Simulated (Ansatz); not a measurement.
# SnH2 (triplet): CAM-B3LYP, wB97M-V, HSE06 over a scan of the scale of all distances, def2-SVP

How well do these functionals follow the top wave-function level for SnH2 (triplet) over a scan of the scale of all distances?

Computed with Ansatz 0.2.0, Gaussian basis. Level: def2-SVP, all electrons in the functionals.

Plan: CAM-B3LYP, wB97M-V, HSE06, at 0.871; 1.000; 1.136; 1.309; 1.526; 1.774; 1.989; 2.433.

15 further runs of the same task are left out: 7 that didn't finish, 8 set aside as unsound or not needed.

## 1. The geometry

The geometry derives from a PBE0/def2-TZVP stationary point (not a proven minimum). All distances are scaled together. No spin-orbit coupling is included. Elements past krypton take def2 core potentials.

3 atoms, charge 0, spin multiplicity 3.

Atoms are counted from 1 here; the program's logs count them from 0.

Bond lengths: Sn1–H2 1.715 Å, Sn1–H3 1.715 Å. Angles: H2–Sn1–H3 119.7°.

No dispersion term is added; wB97M-V holds VV10 nonlocal correlation. HSE06 is the plane-wave form.

The geometry shown and the zero of energy belong to the point 1.000. The yardstick, FCI, and other wave-function levels (R restricted, U unrestricted, valence and pair active spaces) come from earlier runs.

## 2. CAM-B3LYP, 0.871

The input, in.yaml:

```yaml
crystal:
  periodic: [false, false, false]
  atoms:
    - {symbol: Sn, position_ang: [0.000000, -0.012535, 0.000000]}
    - {symbol: H, position_ang: [0.000000, 0.738132, -1.291478]}
    - {symbol: H, position_ang: [0.000000, 0.738132, 1.291478]}
basis:
  gaussian: {orbitals: def2-SVP}
magnetization: {spin_polarized: true, initial_magnetization: 2}
hamiltonian: {xc: {name: CAM-B3LYP}}
```

Command:

```bash
ansatz run in.yaml --threads 1 --pin off --events-out ev --progress --plain --max-ram 2393MiB
```

Further steps of the session: CAM-B3LYP, 1.000; CAM-B3LYP, 1.136; CAM-B3LYP, 1.309; CAM-B3LYP, 1.526; CAM-B3LYP, 1.774; CAM-B3LYP, 1.989; CAM-B3LYP, 2.433; wB97M-V, 0.871; wB97M-V, 1.000; wB97M-V, 1.136; wB97M-V, 1.309; wB97M-V, 1.526; wB97M-V, 1.774; wB97M-V, 1.989; wB97M-V, 2.433; HSE06, 0.871; HSE06, 1.000; HSE06, 1.136; HSE06, 1.309; HSE06, 1.526; HSE06, 1.774; HSE06, 1.989; HSE06, 2.433.

**Question.** What will the summary of the whole plan be? Wanted: span of the FCI curve; largest miss, CAM-B3LYP; largest miss, wB97M-V; largest miss, HSE06.

The runs gave:

| quantity | value |
| --- | --- |
| span of the FCI curve | 382.8 kJ/mol |
| largest miss, CAM-B3LYP | +28.1 kJ/mol (1.989) |
| largest miss, wB97M-V | +49.1 kJ/mol (1.774) |
| largest miss, HSE06 | +30.1 kJ/mol (1.774) |

In words: Of the functionals, CAM-B3LYP keep the smallest largest miss at the points compared (at most 28.1 kJ/mol) and wB97M-V strays most (49.1 kJ/mol, at 1.774). CAM-B3LYP, wB97M-V, HSE06 clearly break the spin symmetry at some points (⟨S²⟩ up to 0.99 above the pure value), so energy there is bought with a mixed spin. Functionals and the yardstick converge differently with the basis, so part of each miss in def2-SVP is the basis.
